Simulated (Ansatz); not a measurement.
**GaH5OSSi2: taking an electron away**

Aim: the vertical ionisation energy of GaH5OSSi2, as cation minus neutral at the neutral's geometry, on several levels, and how well −ε(HOMO) stands in for it.

Method: unrestricted cation, the program's frozen cores in correlated methods; program: Ansatz 0.2.0, Gaussian basis.

Levels to be run: UKS PBE-D4/def2-TZVPP; UKS r2SCAN-D4/def2-TZVPP; UKS PBE0-D4/def2-TZVPP; UKS B3LYP-D4/def2-TZVPP; UKS wB97X-V/def2-TZVPP; UKS wB97M-V/def2-TZVPP; UKS B2PLYP/def2-TZVPP; UHF-CCSD(T)/def2-TZVPP; UHF-MP2/def2-QZVPP; extrapolation to the limit; then −ε(HOMO) from the neutral's earlier runs with LDA (SPW92), PBE-D4, revPBE-D4, BLYP-D4, r2SCAN-D4, B97M-V, PBE0-D4, B3LYP-D4, r2SCANh-D4, r2SCAN0-D4, HSE06-D4, BHLYP-D4, CAM-B3LYP-D4, LC-ωPBE, ωB97X-V, ωB97M-V.

## Step 1: Structure used throughout

An earlier PBE0-D4 in a triple-zeta def2 set relaxation fixed the geometry.

SMILES `[SiH3][Ga]1[O][SiH2][S]1`, 10 atoms, charge 0, spin multiplicity 1.

Atoms are counted from 1 here; the program's logs count them from 0.

Bond lengths: Si1–Ga2 2.386 Å, Si1–H6 1.484 Å, Si1–H7 1.485 Å, Si1–H8 1.485 Å, Ga2–O3 1.836 Å, Ga2–S5 2.219 Å, O3–Si4 1.646 Å, Si4–S5 2.165 Å, Si4–H9 1.485 Å, Si4–H10 1.485 Å. Angles: Ga2–Si1–H6 109.4°, Ga2–Si1–H7 108.9°, Ga2–Si1–H8 108.9°, H6–Si1–H7 109.9°, H6–Si1–H8 109.9°, H7–Si1–H8 109.7°, Si1–Ga2–O3 128.3°, Si1–Ga2–S5 140.5°, O3–Ga2–S5 91.2°, Ga2–O3–Si4 97.1°, O3–Si4–S5 98.6°, O3–Si4–H9 112.9°, O3–Si4–H10 112.9°, S5–Si4–H9 111.3°, S5–Si4–H10 111.4°, H9–Si4–H10 109.4°, Ga2–S5–Si4 73.2°.

Coordinates:

| atom | x (Å) | y (Å) | z (Å) |
| --- | --- | --- | --- |
| Si1 | -2.3306 | -0.8946 | -0.2617 |
| Ga2 | -0.1872 | 0.1420 | -0.1017 |
| O3 | 1.3708 | -0.5635 | 0.5659 |
| Si4 | 2.3184 | 0.7575 | 0.3106 |
| S5 | 0.8271 | 2.0599 | -0.5657 |
| H6 | -3.2990 | 0.0641 | -0.8489 |
| H7 | -2.7749 | -1.2946 | 1.0976 |
| H8 | -2.2205 | -2.0964 | -1.1270 |
| H9 | 2.8642 | 1.3294 | 1.5672 |
| H10 | 3.4318 | 0.4964 | -0.6362 |

## Step 2: Cation, UKS PBE-D4/def2-TZVPP

in.yaml reads:

```yaml
crystal:
  periodic: [false, false, false]
  atoms:
    - {symbol: Si, position_ang: [-2.330595, -0.894650, -0.261703]}
    - {symbol: Ga, position_ang: [-0.187250, 0.141975, -0.101743]}
    - {symbol: O, position_ang: [1.370823, -0.563546, 0.565943]}
    - {symbol: Si, position_ang: [2.318410, 0.757453, 0.310561]}
    - {symbol: S, position_ang: [0.827125, 2.059918, -0.565719]}
    - {symbol: H, position_ang: [-3.299017, 0.064063, -0.848940]}
    - {symbol: H, position_ang: [-2.774878, -1.294562, 1.097578]}
    - {symbol: H, position_ang: [-2.220550, -2.096447, -1.126970]}
    - {symbol: H, position_ang: [2.864165, 1.329374, 1.567219]}
    - {symbol: H, position_ang: [3.431775, 0.496432, -0.636225]}
basis:
  gaussian: {orbitals: def2-TZVPP}
total_charge: 1
magnetization: {spin_polarized: true, initial_magnetization: 1}
hamiltonian: {xc: pbe, dispersion: d4}
```

Launch:

```console
$ ansatz run in.yaml --threads 2 --pin off --events-out ev --progress --plain --max-ram 22528MiB --backend cuda --devices 0, --max-vram 18GiB
```

After this run come: Cation, UKS r2SCAN-D4/def2-TZVPP; Cation, UKS PBE0-D4/def2-TZVPP; Cation, UKS B3LYP-D4/def2-TZVPP; Cation, UKS wB97X-V/def2-TZVPP; Cation, UKS wB97M-V/def2-TZVPP; Cation, UKS B2PLYP (frozen core)/def2-TZVPP; Cation, UHF-CCSD(T)/def2-TZVPP; Cation, UHF-MP2/def2-QZVPP.

**Question.** What will the summary of the whole plan be? Wanted: ionisation energy, CCSD(T)/CBS; nearest functional by difference; nearest −ε(HOMO); −ε(HOMO) of PBE; T1 of the cation.

**Answer**, as computed:

| quantity | value |
| --- | --- |
| ionisation energy, CCSD(T)/CBS | 9.61 eV |
| nearest functional by difference | ωB97X-V (-0.14 eV) |
| nearest −ε(HOMO) | ωB97M-V (-0.00 eV) |
| −ε(HOMO) of PBE | 6.33 eV |
| T1 of the cation | 0.018 |

Energy differences with functionals land within 0.33 eV of the reference. The PBE orbital energy is 3.3 eV too small: a semilocal HOMO is no ionisation energy. Among orbital estimates ωB97M-V comes nearest. Hartree-Fock falls 1.20 eV short, as the neutral has more correlation energy than the cation. The cation may have settled in a state other than its lowest; no search over hole states beyond the program's own was made. Correlated methods include outer-core shells of Ga, which these sets cover unevenly. With outer-core shells in play the reference is unsure by up to some tenths of an eV, so close misses can't be ranked.
